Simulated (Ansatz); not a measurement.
# C₂H₆FGaS: small, medium and large basis sets

One table from this session's results is given with a row withheld; the runs are named, their logs left out.

Method: one geometry, several basis sets; program: Ansatz 0.2.0, Gaussian basis.

The runs, in order: PBE0-D4/def2-SVP; ωB97M-V/def2-SVP; PBE0-D4/def2-QZVPP; ωB97M-V/def2-QZVPP; the functionals' def2-TZVPP values are taken from earlier runs.

## The relaxed structure

The geometry comes from an earlier relaxation with PBE0-D4 in a triple-zeta def2 set; it is a stationary point, not always the lowest conformer.

SMILES `C[CH2][Ga]([F])[SH]`, 11 atoms, charge 0, spin multiplicity 1.

Atoms are counted from 1 here; the program's logs count them from 0.

Bond lengths: C1–C2 1.523 Å, C1–H6 1.093 Å, C1–H7 1.093 Å, C1–H8 1.093 Å, C2–Ga3 1.959 Å, C2–H9 1.094 Å, C2–H10 1.094 Å, Ga3–F4 1.759 Å, Ga3–S5 2.195 Å, S5–H11 1.344 Å. Angles: C2–C1–H6 111.2°, C2–C1–H7 111.8°, C2–C1–H8 111.8°, H6–C1–H7 107.2°, H6–C1–H8 107.2°, H7–C1–H8 107.3°, C1–C2–Ga3 114.5°, C1–C2–H9 111.4°, C1–C2–H10 111.4°, Ga3–C2–H9 106.5°, Ga3–C2–H10 106.6°, H9–C2–H10 105.9°, C2–Ga3–F4 119.5°, C2–Ga3–S5 129.1°, F4–Ga3–S5 111.4°, Ga3–S5–H11 92.9°.

The first run:

Input file in.yaml:

```yaml
crystal:
  periodic: [false, false, false]
  atoms:
    - {symbol: C, position_ang: [-0.691124, -0.333385, 1.174135]}
    - {symbol: C, position_ang: [0.472206, 0.514809, 0.678212]}
    - {symbol: Ga, position_ang: [0.800098, 0.397696, -1.249217]}
    - {symbol: F, position_ang: [2.095601, 1.346387, -1.968155]}
    - {symbol: S, position_ang: [-0.250615, -0.797340, -2.760524]}
    - {symbol: H, position_ang: [-0.825675, -0.228496, 2.254200]}
    - {symbol: H, position_ang: [-0.535295, -1.395737, 0.969971]}
    - {symbol: H, position_ang: [-1.633800, -0.045728, 0.701795]}
    - {symbol: H, position_ang: [0.318710, 1.574358, 0.904075]}
    - {symbol: H, position_ang: [1.408250, 0.236181, 1.171684]}
    - {symbol: H, position_ang: [-1.092955, -1.325646, -1.855576]}
basis:
  gaussian: {orbitals: def2-SVP}
hamiltonian: {xc: pbe0, dispersion: d4}
output: {orbitals: {seedname: orbitals}}
```

Command:

```console
$ ansatz run in.yaml --threads 4 --pin off --events-out ev --progress --plain --max-ram 10444MiB
```

Steps of the session up to this table: PBE0-D4 in def2-SVP; ωB97M-V in def2-SVP; PBE0-D4 in def2-QZVPP; ωB97M-V in def2-QZVPP.

One table of the session follows, with a row left open; its other results are not shown here.

It belongs to the step «Functionals by basis». 

| functional | basis | HOMO (eV) |
| --- | --- | --- |
| PBE0-D4 | def2-SVP | ? |
| PBE0-D4 | def2-TZVPP | -7.82 |
| PBE0-D4 | def2-QZVPP | -7.84 |
| ωB97M-V | def2-SVP | -9.87 |
| ωB97M-V | def2-TZVPP | -10.02 |
| ωB97M-V | def2-QZVPP | -10.05 |

**Question.** Estimate the row for PBE0-D4, def2-SVP.

**Answer.** HOMO (eV): -7.70. In the column «HOMO (eV)» it is the highest.
